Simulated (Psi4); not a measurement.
# SiHF3 (SMILES F[SiH](F)F): levels of theory compared

We compute a comparison of 3 runs (HF/3-21G, TPSSh/def2-TZVP, SCS-OMP2/pcSseg-1) of SiHF3. 

The results are computed with Psi4 1.11.

## 1. The structure to begin with

SiHF3: 5 atoms, total charge 0, spin state singlet. As SMILES, `F[SiH](F)F`. The shape is that of a PBE0-D4/def2-TZVP optimisation.

Bond lengths: F1–Si2 1.573 Å, Si2–F3 1.573 Å, Si2–F4 1.573 Å, Si2–H5 1.461 Å. Angles: F1–Si2–F3 108.3°, F1–Si2–F4 108.3°, F3–Si2–F4 108.3°, F1–Si2–H5 110.7°, F3–Si2–H5 110.7°, F4–Si2–H5 110.7°.

## 2. Energy and forces at HF/3-21G (run 1)

job.dat reads:

```
memory 1600 MB

molecule system {
  F     -0.447100    -0.082200     1.491300
  Si     0.040700     0.001700    -0.001800
  F     -0.597100     1.281400    -0.657200
  F     -0.495900    -1.263300    -0.767200
  H      1.499400     0.062400    -0.065100
  symmetry c1
  no_reorient
  no_com
}

set {
  basis         3-21G
  puream        true
  e_convergence 1e-09
  d_convergence 1e-08
  scf_type      pk
}

e_tot = gradient('scf')
```

On the command line:

```bash
$ psi4 -n 1 job.dat job.out
```

job.out:

```text
[...]
  Running in c1 symmetry.
[...]
  Nuclear repulsion =  188.407850402666924
[...]
  Multiplicity = 1
[...]
  Nalpha       = 21
  Nbeta        = 21
[...]
    Number of basis functions: 42
[...]
   @RHF iter   1:  -584.79964109962361   -9.12568e-01   1.06109e-02 DIIS/ADIIS
[...]
   @RHF iter  10:  -584.87328978232676   -5.68434e-13   4.15596e-09 DIIS
[...]
    Orbital Energies [Eh]
    ---------------------
    Doubly Occupied:
       1A    -68.472582     2A    -26.179537     3A    -26.178788
       4A    -26.178765     5A     -6.265948     6A     -4.363431
       7A     -4.363429     8A     -4.362665     9A     -1.636575
      10A     -1.602414    11A     -1.602376    12A     -0.820459
      13A     -0.728793    14A     -0.723749    15A     -0.723744
      16A     -0.666233    17A     -0.666228    18A     -0.651404
      19A     -0.651384    20A     -0.641266    21A     -0.561916
[...]
  @RHF Final Energy:  -584.87328978232676
   => Energetics <=
    Nuclear Repulsion Energy =            188.4078504026669236
    One-Electron Energy =               -1190.4789159832989753
    Two-Electron Energy =                 417.1977757983052015
    Total Energy =                       -584.8732897823268786
[...]
 Multipole Moments:
 ------------------------------------------------------------------------------------
     Multipole            Electronic (a.u.)      Nuclear  (a.u.)        Total (a.u.)
 ------------------------------------------------------------------------------------
 L = 1.  Multiply by 2.5417464519 to convert [e a0] to [Debye]
 Dipole X            :         23.0528239          -22.2830836            0.7697404
 Dipole Y            :          0.9593517           -0.9272886            0.0320631
 Dipole Z            :         -1.0007605            0.9671618           -0.0335986
 Magnitude           :                                                    0.7711402
[...]
  -Total Gradient:
     Atom            X                  Y                   Z
    ------   -----------------  -----------------  -----------------
       1        0.011523129587     0.001489624382    -0.023828186096
       2       -0.043712631010    -0.001806328070     0.001793051248
       3        0.013947565506    -0.020218882075     0.010273792697
       4        0.012335997557     0.020292116782     0.012017692608
       5        0.005905938361     0.000243468983    -0.000256350455
[...]
```

Run time: 1.3 s. Hardware: 1 thread of Intel Xeon 6975P-C (Granite Rapids), shared host; peak memory 0.18 GiB.

## 3. Energy and forces at TPSSh/def2-TZVP (run 2)

run.py reads:

```python
import psi4

psi4.set_memory('1600 MB')
psi4.set_num_threads(1)
psi4.core.set_output_file('psi4.out', False)

molecule = psi4.geometry("""
0 1
F     -0.447100    -0.082200     1.491300
Si     0.040700     0.001700    -0.001800
F     -0.597100     1.281400    -0.657200
F     -0.495900    -1.263300    -0.767200
H      1.499400     0.062400    -0.065100
units angstrom
symmetry c1
no_reorient
no_com
""")

psi4.set_options({
    'puream': True,
    'e_convergence': 1e-09,
    'd_convergence': 1e-08,
    'scf_type': 'pk',
    'dft_radial_points': 99,
    'dft_spherical_points': 590,
})

E, wfn = psi4.gradient("tpssh/def2-TZVP", return_wfn=True)
print('gradient / Eh bohr^-1')
print(E.np.round(6))
print(f'energy = {wfn.energy():.10f} Eh')
```

On the command line:

```bash
$ python run.py
```

psi4.out:

```text
[...]
  Running in c1 symmetry.
[...]
  Nuclear repulsion =  188.407850402666924
[...]
  Multiplicity = 1
[...]
  Nalpha       = 21
  Nbeta        = 21
[...]
    Number of basis functions: 136
[...]
   @RKS iter   1:  -589.85384156920929   -3.81472e-01   4.98877e-03 ADIIS/DIIS
[...]
   @RKS iter  10:  -589.97583698067615   -2.38742e-12   1.73459e-09 DIIS
[...]
    Orbital Energies [Eh]
    ---------------------
    Doubly Occupied:
       1A    -66.081009     2A    -24.622688     3A    -24.622684
       4A    -24.622660     5A     -5.303763     6A     -3.652573
       7A     -3.652573     8A     -3.649173     9A     -1.214436
      10A     -1.188201    11A     -1.188170    12A     -0.578108
      13A     -0.502717    14A     -0.502704    15A     -0.488567
      16A     -0.451338    17A     -0.451328    18A     -0.427580
      19A     -0.427561    20A     -0.410955    21A     -0.383403
[...]
  @RKS Final Energy:  -589.97583698067615
   => Energetics <=
    Nuclear Repulsion Energy =            188.4078504026669236
    One-Electron Energy =               -1195.3260205601982307
    Two-Electron Energy =                 464.7338653362692185
    DFT Exchange-Correlation Energy =     -47.7915321594140678
    Empirical Dispersion Energy =           0.0000000000000000
    VV10 Nonlocal Energy =                  0.0000000000000000
    Total Energy =                       -589.9758369806761493
[...]
 Multipole Moments:
 ------------------------------------------------------------------------------------
     Multipole            Electronic (a.u.)      Nuclear  (a.u.)        Total (a.u.)
 ------------------------------------------------------------------------------------
 L = 1.  Multiply by 2.5417464519 to convert [e a0] to [Debye]
 Dipole X            :         22.7719807          -22.2830836            0.4888971
 Dipole Y            :          0.9476699           -0.9272886            0.0203813
 Dipole Z            :         -0.9886113            0.9671618           -0.0214495
 Magnitude           :                                                    0.4897917
[...]
  -Total Gradient:
     Atom            X                  Y                   Z
    ------   -----------------  -----------------  -----------------
       1        0.001333898027     0.000281797288    -0.005043616323
       2       -0.005938556366    -0.000239384472     0.000182310541
       3        0.001945226928    -0.004400949069     0.002288170988
       4        0.001579738204     0.004316070622     0.002689028103
       5        0.001025779418     0.000041034937    -0.000045065693
[...]
```

The script printed:

```text
gradient / Eh bohr^-1
[[ 1.334e-03  2.820e-04 -5.044e-03]
 [-5.939e-03 -2.390e-04  1.820e-04]
 [ 1.945e-03 -4.401e-03  2.288e-03]
 [ 1.580e-03  4.316e-03  2.689e-03]
 [ 1.026e-03  4.100e-05 -4.500e-05]]
energy = -589.9758369807 Eh
```

Run time: 37 s. Hardware: 1 thread of Intel Xeon 6975P-C (Granite Rapids), shared host; peak memory 0.99 GiB.

## 4. A single-point energy at SCS-OMP2/pcSseg-1 (fitted SCF) (run 3)

f3hsi.xyz reads:

```xyz
5
F3HSi
F     -0.447100    -0.082200     1.491300
Si     0.040700     0.001700    -0.001800
F     -0.597100     1.281400    -0.657200
F     -0.495900    -1.263300    -0.767200
H      1.499400     0.062400    -0.065100
```

run_ase.py reads:

```python
import numpy as np
from ase.calculators.psi4 import Psi4
from ase.io import read

a = read('f3hsi.xyz')
calc = Psi4(atoms=a, method='scs-omp2', basis='pcSseg-1', memory='1600MB', num_threads=1, charge=0, multiplicity=1, label='calc', reference='rhf')
calc.psi4.set_options({'scf_type': 'df', 'mp2_type': 'conv', 'screening': 'csam', 'scf_initial_accelerator': 'adiis'})
a.calc = calc

print(f'energy: {a.get_potential_energy():.6f} eV')
```

On the command line:

```bash
$ python run_ase.py
```

calc.dat:

```text
[...]
  Running in c1 symmetry.
[...]
  Nuclear repulsion =  188.407850402666924
[...]
  Multiplicity = 1
[...]
  Nalpha       = 21
  Nbeta        = 21
[...]
    Number of basis functions: 80
[...]
   @DF-RHF iter   1:  -587.89885553858107   -8.42488e-01   6.20046e-03 ADIIS/DIIS
[...]
   @DF-RHF iter  10:  -587.97790372377517   -1.59162e-12   5.76399e-09 DIIS
[...]
    Orbital Energies [Eh]
    ---------------------
    Doubly Occupied:
       1A    -68.931596     2A    -26.317967     3A    -26.317959
       4A    -26.317932     5A     -6.254370     6A     -4.372628
       7A     -4.372626     8A     -4.370056     9A     -1.653253
      10A     -1.625053    11A     -1.625017    12A     -0.840342
      13A     -0.760471    14A     -0.760456    15A     -0.741957
      16A     -0.707566    17A     -0.707564    18A     -0.679607
      19A     -0.679589    20A     -0.662855    21A     -0.567478
[...]
  @DF-RHF Final Energy:  -587.97790372377517
   => Energetics <=
    Nuclear Repulsion Energy =            188.4078504026669236
    One-Electron Energy =               -1194.2388225419667833
    Two-Electron Energy =                 417.8530684155247172
    Total Energy =                       -587.9779037237751709
[...]
 Multipole Moments:
 ------------------------------------------------------------------------------------
     Multipole            Electronic (a.u.)      Nuclear  (a.u.)        Total (a.u.)
 ------------------------------------------------------------------------------------
 L = 1.  Multiply by 2.5417464519 to convert [e a0] to [Debye]
 Dipole X            :         -1.6436275            2.2804039            0.6367764
 Dipole Y            :         -0.0683759            0.0949100            0.0265341
 Dipole Z            :          0.0711519           -0.0990473           -0.0278954
 Magnitude           :                                                    0.6379392
[...]
	SCS-MP2 Total Energy (a.u.)        :  -588.74430975592452
	SOS-MP2 Total Energy (a.u.)        :  -588.72890142394283
[...]
	MP2 Total Energy (a.u.)            :  -588.78380048564532
[...]
	SCS-OMP2 Total Energy (a.u.)       :  -588.75133971460707
	SOS-OMP2 Total Energy (a.u.)       :  -588.67613781552575
[...]
	OMP2 Total Energy (a.u.)           :  -588.78379832145549
[...]
```

On the terminal:

```text
energy: -16020.739977 eV
```

Run time: 15 s. Hardware: 1 thread of Intel Xeon 6975P-C (Granite Rapids), shared host; peak memory 0.4 GiB.

## 5. Overview of the runs

```csv
run,level,integration grid,task,energy (Eh),dipole moment (D),HOMO energy (eV),LUMO energy (eV),wall time
1,HF/3-21G,–,gradient,-584.873290,1.96,-15.29,5.74,1.3 s
2,TPSSh/def2-TZVP,99 radial × 590 angular,gradient,-589.975837,1.24,-10.43,0.73,37 s
3,SCS-OMP2/pcSseg-1 (fitted SCF),–,energy,-588.751340,–,-15.44,4.89,15 s
```

## 6. Summary of results

| quantity | value |
| --- | --- |
| run 3: total energy | -588.75134 Eh |
| run 3: HOMO energy (Hartree–Fock orbitals) | -15.44 eV |
| run 3: LUMO energy (Hartree–Fock orbitals) | 4.89 eV |
| run 3: HOMO–LUMO gap (Hartree–Fock orbitals) | 20.33 eV |
| run 3: correlation energy | -773.4 mEh |

All runs together took 53 s, the longest 37 s.
